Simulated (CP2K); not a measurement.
## GaGe in CP2K: convergence with k mesh

The system is GaGe.

```
Ge Ga
1.0
     4.09817    0.00000    0.00000
     2.04909    3.54912    0.00000
     2.04909    1.18304    3.34614
Ge Ga
1 1
Direct
  0.00157 0.00898 0.99362
  0.26016 0.23328 0.26186
```

The cell comes from a database or a generator and needn't be the stable form of this composition.

The cell isn't the ideal one: atoms moved at random, drawn with an rms of 0.05 Å.

* Program: CP2K 2026.2
* Task: single point
* Functional: PBEsol
* Potentials or basis: POTENTIAL_UZH Ge GTH-PBE-q4, Ga GTH-PBE-q13; TZVP-MOLOPT-PBE-GTH basis
* Density cutoff: 6123 eV
* k mesh: 2 × 2 × 2
* Occupations: fermi-dirac, width 0.1 eV
* Spin: no spin polarisation

These are the settings of the first run; the series varies k mesh, with any setting tied to it.

Hardware: 1 thread of Arm Neoverse V2, with other jobs on the host.

```tsv
k mesh	energy less the tightest run, at zero smearing (meV/atom)	pressure (GPa)	SCF cycles	CPU time (s)	peak memory (GiB)
2 × 2 × 2	954.43	1.00	15	22	0.29
3 × 3 × 3	164.76	-1.29	15	23	0.29
4 × 4 × 4	-1.24	-1.57	15	25	0.29
5 × 5 × 5	-25.96	-1.33	15	28	0.3
6 × 6 × 6	-15.60	-1.08	15	34	0.3
7 × 7 × 7	0.10	-0.90	15	40	0.31
8 × 8 × 8	-0.78	-0.93	15	50	0.33
10 × 10 × 10	0.00	-1.11	15	76	0.37
```

Against the tightest run, the energy stays within 1 meV/atom from 7 × 7 × 7 on. Not settled before the last step: the pressure (to 0.1 GPa). Meshes of other sizes hit other points, so gaps and Fermi surfaces needn't settle smoothly. The tightest run that finished is the yardstick and may itself not be fully converged.

Caveat, for the tightest run too: the magnetic or orbital state may not be the lowest; the potentials were made for another functional, which shifts forces and pressure; the basis of atomic orbitals isn't converged, which shifts pressures, moduli and gaps.
